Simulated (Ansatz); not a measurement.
# NaI: the cost of one run

Program: Ansatz 0.2.0. Level of theory: reference: DFT PBE, plane waves, PAW, scalar-relativistic, no spin polarisation. These are calculated values, not measurements.

### 1 The system as given

It takes space group Fm-3m (No. 225, cubic). Conventional cell: a = 6.487 Å, b = 6.487 Å, c = 6.487 Å, α = 90.00°, β = 90.00°, γ = 90.00°. Na (site symmetry m-3m) is surrounded by 6 I at 3.24 Å. Around I (site symmetry m-3m) lie 6 Na at 3.24 Å.

As a file:

```cif
data_structure
_symmetry_space_group_name_H-M 'P 1'
_symmetry_Int_Tables_number 1
_cell_length_a 4.5870
_cell_length_b 4.5870
_cell_length_c 4.5870
_cell_angle_alpha 60.000
_cell_angle_beta 60.000
_cell_angle_gamma 60.000
_cell_volume 68.25
loop_
_atom_site_label
_atom_site_type_symbol
_atom_site_fract_x
_atom_site_fract_y
_atom_site_fract_z
_atom_site_occupancy
Na1 Na 0.00000 0.00000 0.00000 1
I1 I 0.50000 0.50000 0.50000 1
```

### 2 Baseline

The input, input.yaml:

```yaml
crystal:
  lattice:
    - [0.0, 3.243529, 3.243529]
    - [3.243529, 0.0, 3.243529]
    - [3.243529, 3.243529, 0.0]
  atoms:
    - { symbol: Na, position: [0.0, 0.0, 0.0] }
    - { symbol: I, position: [0.5, 0.5, 0.5] }
  symmetry: { tolerance: 0.0003 }
kpoints:
  mp_grid: { grid: [5, 5, 5], shift: [0, 0, 0] }
magnetization:
  spin_polarized: false
scf:
  occupations: { method: fermi_dirac }
hamiltonian:
  pseudopotentials: { kind: paw }
  xc: pbe
basis:
  ecutwfc: 420
output:
  forces: true
  stress: true
  eigenvalues: true
relax:
  max_steps: 40
  cell: {}
```

Launch:

```bash
ansatz run input.yaml --threads 1 --pin off --max-ram 2560MiB --backend cpu --events-out ev --progress --plain --runs-dir out
```

What time and memory should one allow on 1 thread of Arm Neoverse V1, shared host?

About 4.3 s, with a peak of 0.3 GiB.
